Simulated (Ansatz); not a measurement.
# CH3FO3W: the cost of one run

Computed with Ansatz 0.2.0, Gaussian basis. Level: the settings change from run to run.

**1. The molecule**

The geometry comes from an earlier relaxation with PBE0-D4 in a triple-zeta def2 set; it is a stationary point, not always the lowest conformer. W takes a core potential in def2 sets; no spin-orbit term is included.

9 atoms, charge 0, spin multiplicity 1.

Atoms are counted from 1 here; the program's logs count them from 0.

Bond lengths: C1–O2 1.410 Å, C1–H7 1.091 Å, C1–H8 1.092 Å, C1–H9 1.092 Å, O2–W3 1.846 Å, W3–O4 1.703 Å, W3–O5 1.701 Å, W3–F6 1.862 Å. Angles: O2–C1–H7 108.3°, O2–C1–H8 109.4°, O2–C1–H9 110.5°, H7–C1–H8 109.3°, H7–C1–H9 109.6°, H8–C1–H9 109.7°, C1–O2–W3 142.7°, O2–W3–O4 109.2°, O2–W3–O5 108.7°, O2–W3–F6 111.2°, O4–W3–O5 107.3°, O4–W3–F6 110.2°, O5–W3–F6 110.3°.

As a file:

```
C     0.1125   -1.3166    0.8949
O    -0.4520   -0.1251    0.3956
W    -0.1682    1.2415   -0.8121
O    -1.0411    0.9181   -2.2382
O     1.4820    1.2698   -1.2243
F    -0.6842    2.8838   -0.1025
H    -0.1710   -1.4164    1.9438
H    -0.2791   -2.1663    0.3321
H     1.2012   -1.2889    0.8106
```

**2. wB97/x2c-TZVPPall**

File in.yaml:

```yaml
crystal:
  periodic: [false, false, false]
  atoms:
    - {symbol: C, position_ang: [0.112470, -1.316589, 0.894926]}
    - {symbol: O, position_ang: [-0.452026, -0.125103, 0.395648]}
    - {symbol: W, position_ang: [-0.168220, 1.241476, -0.812141]}
    - {symbol: O, position_ang: [-1.041093, 0.918134, -2.238160]}
    - {symbol: O, position_ang: [1.482008, 1.269798, -1.224283]}
    - {symbol: F, position_ang: [-0.684197, 2.883837, -0.102480]}
    - {symbol: H, position_ang: [-0.171039, -1.416443, 1.943811]}
    - {symbol: H, position_ang: [-0.279144, -2.166252, 0.332095]}
    - {symbol: H, position_ang: [1.201240, -1.288858, 0.810583]}
basis:
  gaussian: {orbitals: x2c-TZVPPall}
hamiltonian: {xc: {name: wB97}}
output: {forces: true}
```

Started as:

```bash
$ ansatz run in.yaml --threads 4 --pin off --events-out ev --progress --plain --max-ram 10444MiB
```

What time and memory should one allow on 4 threads of Arm Neoverse V2, shared host?

About 16 s, with a peak of 0.87 GiB.
